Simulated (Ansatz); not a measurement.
Ga3Se:

```xyz
4
Lattice="4.4325 0.0000 0.0000 0.0000 4.4325 0.0000 0.0000 0.0000 4.4325" Properties=species:S:1:pos:R:3 pbc="T T T"
Se    0.0000    0.0000    0.0000
Ga    2.2162    2.2162    0.0000
Ga    2.2162    0.0000    2.2162
Ga    0.0000    2.2162    2.2162
```

The cell comes from a database or a generator and needn't be the stable form of this composition.

- Program: Ansatz 0.2.0
- Task: relaxation of cell and atoms
- Functional: r2SCAN
- Potentials or basis: Ansatz PAW
- Cutoff: 500 eV (not typed: the program's choice for these potentials)
- k mesh: 6 × 6 × 6
- Occupations: fermi-dirac, width 0.05 eV
- Spin: no spin polarisation

At the start: volume 21.77 Å³/atom.

Where does the relaxation end?

It ends after 4 steps and the volume is 20.83 Å³/atom (-4.3 %); space group Pm-3m (No. 221, to 0.05 Å).

Step by step:
```csv
step,energy change (eV),largest force (eV/Å),volume (Å³)
1,0.0000,0.0000,87.08
2,-0.0216,0.0000,83.61
3,-0.0218,0.0000,83.31
4,-0.0209,0.0000,83.31
```

Final structure:
```
CELL_PARAMETERS angstrom
4.36756 0.00000 0.00000
0.00000 4.36756 0.00000
0.00000 0.00000 4.36756
ATOMIC_POSITIONS crystal
Se 0.00000 0.00000 0.00000
Ga 0.50000 0.50000 0.00000
Ga 0.50000 0.00000 0.50000
Ga 0.00000 0.50000 0.50000
```

Caveat: the plane-wave basis is chosen anew once the cell has moved, so the energies of steps on either side of that aren't comparable; the PAW data sets come from PBE, with cores solved anew for the run's functional, which leaves a small shift of forces and pressure.
